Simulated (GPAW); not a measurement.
A run of GPAW 26.7.0 is set up as follows.

File run.py:

```python
from ase.dft.bandgap import bandgap
from ase.io import read, write
from ase.units import GPa
from gpaw import GPAW, PW

atoms = read('POSCAR')

calc = GPAW(mode=PW(600),
            xc='RPBE',
            kpts={'size': (7, 7, 8), 'gamma': True},
            occupations={'name': 'methfessel-paxton', 'order': 0, 'width': 0.02},
            nbands=17,
            convergence={'density': 1e-05, 'energy': 1e-05},
            maxiter=150,
            txt='gpaw.txt')
atoms.calc = calc
energy = atoms.get_potential_energy()
forces = atoms.get_forces()
stress = atoms.get_stress()
calc.write('gs.gpw')
write('result.traj', atoms)
print(f'Energy: {energy:.6f} eV')
print('Forces (eV/A):')
print(forces.round(4))
print('Stress (GPa):', (stress / GPa).round(3))
print('Fermi level:', round(calc.get_fermi_level(), 4), 'eV')
print(f'Gap: {bandgap(calc)[0]:.4f} eV, direct: {bandgap(calc, direct=True)[0]:.4f} eV')
```

Contents of POSCAR:

```
AlSn
1.0
    4.1981056157      0.0000000000      0.0000000000
   -2.0990528078      3.6356661109      0.0000000000
    0.0000000000      0.0000000000      3.3068470000
Sn Al
1 1
Direct
    0.3333333333      0.6666666667      0.5000000000
    0.0000000000      0.0000000000      0.0000000000
```

Potentials or basis: the program's PAW data sets (release 1.2.1) made for this functional, pw.

The run is started by

```bash
$ OMP_NUM_THREADS=1 python run.py
```

Q: What does it give for the band gap on the k mesh?

A: None (metal or under the smearing width).

Q: What does it give for the pressure?

A: 1.4 GPa.

Stress tensor (GPa, compression positive):
```
1.11 0.00 0.00
0.00 1.11 0.00
0.00 0.00 2.02
```
